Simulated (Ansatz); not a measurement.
# H4HfO3S: the cost of one run

Program: Ansatz 0.2.0, Gaussian basis. Level of theory: the settings change from run to run. These are calculated values, not measurements.

## Step 1: The relaxed structure

The geometry comes from an earlier relaxation with PBE0-D4 in a triple-zeta def2 set; it is a stationary point, not always the lowest conformer. Hf takes a core potential in def2 sets; no spin-orbit term is included.

SMILES `[OH][Hf]([OH])([OH])[SH]`, 9 atoms, charge 0, spin multiplicity 1.

Atoms are counted from 1 here; the program's logs count them from 0.

Bond lengths: O1–Hf2 1.920 Å, O1–H6 0.951 Å, Hf2–O3 1.922 Å, Hf2–O4 1.916 Å, Hf2–S5 2.478 Å, O3–H7 0.951 Å, O4–H8 0.952 Å, S5–H9 1.346 Å. Angles: Hf2–O1–H6 160.1°, O1–Hf2–O3 108.7°, O1–Hf2–O4 113.0°, O1–Hf2–S5 109.2°, O3–Hf2–O4 111.4°, O3–Hf2–S5 109.8°, O4–Hf2–S5 104.6°, Hf2–O3–H7 158.4°, Hf2–O4–H8 160.9°, Hf2–S5–H9 92.4°.

## Step 2: HF/x2c-TZVPPall

Set apart from the defaults: charge +1, multiplicity 2, the search for lower states set to off.

File in.yaml:

```yaml
crystal:
  periodic: [false, false, false]
  atoms:
    - {symbol: O, position_ang: [-1.162373, 0.202492, 1.451601]}
    - {symbol: Hf, position_ang: [-0.024201, -0.125584, -0.060086]}
    - {symbol: O, position_ang: [1.806756, 0.008020, 0.507873]}
    - {symbol: O, position_ang: [-0.373226, -1.807103, -0.910171]}
    - {symbol: S, position_ang: [-0.484250, 1.568084, -1.808972]}
    - {symbol: H, position_ang: [-1.433364, 0.358687, 2.349937]}
    - {symbol: H, position_ang: [2.749001, -0.122382, 0.493729]}
    - {symbol: H, position_ang: [-0.738177, -2.668813, -1.083186]}
    - {symbol: H, position_ang: [-0.340186, 2.586590, -0.940734]}
basis:
  gaussian: {orbitals: x2c-TZVPPall}
total_charge: 1
magnetization: {spin_polarized: true, initial_magnetization: 1}
hamiltonian: {xc: {name: HF}}
scf: {lower_state_search: off}
```

On the command line:

```
> ansatz run in.yaml --threads 4 --pin off --events-out ev --progress --plain --max-ram 10444MiB
```

What time and memory should one allow on 4 threads of Arm Neoverse V2, shared host?

About 10 s, with a peak of 1.8 GiB.
